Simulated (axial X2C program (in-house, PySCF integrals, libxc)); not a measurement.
**CuLi⁻: properties at the nuclei**

Wanted for CuLi⁻: properties at the nuclei, at the two-component level.

Computed with an in-house X2C program for linear molecules on PySCF integrals. Level: two-component X2C with atomic mean-field terms, Cu dyall-acv3z, Li dyall-av3z.

All values are calculated.

## Step 1: The job

Input file task.json:

```json
{"zs": [29, 3], "q": -1, "bas": ["dyall-acv3z", "dyall-av3z"], "r0": 2.45, "levels": ["PBE0", "HF", "PBE50", "TPSSh", "BHandHLYP"], "nst": 3}
```

Keys: zs atomic numbers; q charge; bas basis sets; r0 starting distance in Å; levels methods (HF also brings MP2); nst determinants followed.

Command:

```sh
$ python soeom.py task.json out
```

Nuclei are Gaussian, cores are contracted, and the Gaunt term is on.

## Step 2: Expectation values, lowest determinant

R = 2.462 Å. State: Ω = 1/2 (excess of +ω over −ω: ω = 1/2).

Output of the PBE0 run:

```text
two-component X2C + atomic mean field  PBE0
basis functions 172  fitting functions 853  grid points 5083
iter        total energy     max residual
   1      -1661.593795843     5.25e-01
   2      -1661.640556459     2.89e-03
   3      -1661.640625102     3.01e-03
   4      -1661.640659657     4.09e-04
   5      -1661.640662526     2.56e-04
   6      -1661.640663173     7.27e-05
   7      -1661.640663428     7.66e-05
   8      -1661.640663547     4.85e-05
   9      -1661.640663622     2.38e-05
  10      -1661.640663646     1.83e-05
  11      -1661.640663664     9.04e-06
  12      -1661.640663667     3.84e-06
converged
one-electron -2357.69648914  Coulomb 747.57994196  exact exchange -17.05268238  xc functional -52.66222850  nuclear repulsion 18.69960087  atomic mean-field constant -0.50880648
```

The highest occupied spinor is 48% Li p, 30% Li s, 16% Cu p.

```csv
level,Eeff magnitude (GV/cm),Ws magnitude Cu (kHz),A∥/gI Cu (MHz),qzz Cu (a.u.),A∥/gI Li (MHz),qzz Li (a.u.)
PBE0,0.21,0.183,271,0.21,41.3,-0.02
HF,0.75,0.666,161,-0.02,1.08,-0.02
PBE50,0.282,0.246,319,0.16,34.3,-0.02
TPSSh,0.224,0.197,377,0.23,41.3,-0.02
BHandHLYP,0.212,0.183,299,0.18,49.7,-0.02
```

Eeff is the effective electric field on the electron dipole moment in this Ω state and Ws the scalar–pseudoscalar constant (defined with the proton number Z and per Ω); A∥ is the parallel hyperfine constant, which follows by multiplying with the nuclear g factor gI = μI/(I μN); qzz is the electric field gradient, eQq0 = 234.96 MHz × Q/barn × qzz. The operators were transformed with the bare-nucleus X2C matrices.

## Step 3: Expectation values, a higher determinant

R = 2.462 Å. State: Ω = 3/2 (excess of +ω over −ω: ω = 3/2), 0.57 eV above the lowest in the PBE0 search for states (made at or near this distance, with looser thresholds).

Output of the PBE0 run:

```text
two-component X2C + atomic mean field  PBE0
basis functions 172  fitting functions 853  grid points 5083
iter        total energy     max residual
   1      -1661.586724928     1.97e-01
   2      -1661.619474734     2.43e-03
   3      -1661.619517656     1.35e-03
   4      -1661.619531835     2.45e-04
   5      -1661.619532136     7.43e-05
   6      -1661.619532260     2.20e-05
   7      -1661.619532267     1.33e-05
   8      -1661.619532270     4.44e-06
converged
one-electron -2355.47632613  Coulomb 745.31964317  exact exchange -17.03861533  xc functional -52.61502838  nuclear repulsion 18.69960087  atomic mean-field constant -0.50880648
```

The highest occupied spinor is 96% Li p, 3% Cu p.

```
    level  Eeff magnitude (GV/cm)  Ws magnitude Cu (kHz)  A∥/gI Cu (MHz)  qzz Cu (a.u.)  A∥/gI Li (MHz)  qzz Li (a.u.)
     PBE0                  0.0133                 0.0037           -34.3           0.24            1.39          -0.01
       HF                  0.0353                 0.0104           -74.8           0.05            4.82          -0.01
    PBE50                 0.00772                0.00216           -25.9           0.14            1.08          -0.01
    TPSSh                  0.0151                0.00437           -20.5           0.28           0.959          -0.01
BHandHLYP                 0.00527                 0.0014           -3.59           0.17             0.3          -0.01
```

## Step 4: Expectation values, a higher determinant

R = 2.462 Å. State: Ω = 5/2 (excess of +ω over −ω: 2 × ω = 1/2, ω = 3/2), 2.15 eV above the lowest in the PBE0 search for states (made at or near this distance, with looser thresholds).

Output of the PBE0 run:

```text
two-component X2C + atomic mean field  PBE0
basis functions 172  fitting functions 853  grid points 5083
iter        total energy     max residual
   1      -1661.511974420     5.88e-01
   2      -1661.561662100     4.26e-03
   3      -1661.561722080     3.61e-03
   4      -1661.561750750     4.09e-04
   5      -1661.561753719     3.13e-04
   6      -1661.561754094     6.69e-05
   7      -1661.561754274     1.05e-04
   8      -1661.561754472     9.40e-05
   9      -1661.561754634     4.22e-05
  10      -1661.561754814     6.00e-05
  11      -1661.561755027     8.47e-05
  12      -1661.561755184     6.72e-05
  13      -1661.561755251     2.08e-05
  14      -1661.561755267     1.16e-05
  15      -1661.561755271     7.74e-06
converged
one-electron -2355.33341204  Coulomb 745.27234061  exact exchange -17.05642590  xc functional -52.63505234  nuclear repulsion 18.69960087  atomic mean-field constant -0.50880648
```

The highest occupied spinor is 61% Li p, 37% Cu p.

```
    level  Eeff magnitude (GV/cm)  Ws magnitude Cu (kHz)  A∥/gI Cu (MHz)  qzz Cu (a.u.)  A∥/gI Li (MHz)  qzz Li (a.u.)
     PBE0                   0.107                  0.015             766           0.23            27.9           0.00
       HF                   0.243                 0.0416             574           0.40            24.8           0.00
    PBE50                   0.158                 0.0242             706           0.33            26.1           0.00
    TPSSh                  0.0526                 0.0053             800           0.19              29           0.00
BHandHLYP                   0.158                 0.0242             742           0.27            33.8           0.00
```

## Step 5: Outcome

```
                                        quantity                                                 value
                              lowest determinant               Ω = 1/2 (excess of +ω over −ω: ω = 1/2)
                    Eeff magnitude (GV/cm), PBE0                                                  0.21
                     Ws magnitude Cu (kHz), PBE0                                                 0.183
                            A∥/gI Cu (MHz), PBE0                                                   271
                             qzz Cu (a.u.), PBE0                                                  0.21
                              higher determinant               Ω = 3/2 (excess of +ω over −ω: ω = 3/2)
Eeff magnitude (GV/cm), PBE0, higher determinant                                                0.0133
 Ws magnitude Cu (kHz), PBE0, higher determinant                                                0.0037
        A∥/gI Cu (MHz), PBE0, higher determinant                                                 -34.3
         qzz Cu (a.u.), PBE0, higher determinant                                                  0.24
                              higher determinant  Ω = 5/2 (excess of +ω over −ω: 2 × ω = 1/2, ω = 3/2)
Eeff magnitude (GV/cm), PBE0, higher determinant                                                 0.107
 Ws magnitude Cu (kHz), PBE0, higher determinant                                                 0.015
        A∥/gI Cu (MHz), PBE0, higher determinant                                                   766
         qzz Cu (a.u.), PBE0, higher determinant                                                  0.23
```

What this shows: In the first state, the effective field runs from 0.21 to 0.75 GV/cm over the mean-field levels, so the levels don't agree on it. The expectation values come from single determinants, which for open shells can mix terms of unlike spin or miss the lowest Ω, so a determinant need not be a state. Eeff is the effective electric field on the electron dipole moment in this Ω state and Ws the scalar–pseudoscalar constant (defined with the proton number Z and per Ω); A∥ is the parallel hyperfine constant, which follows by multiplying with the nuclear g factor gI = μI/(I μN); qzz is the electric field gradient, eQq0 = 234.96 MHz × Q/barn × qzz. The operators were transformed with the bare-nucleus X2C matrices.
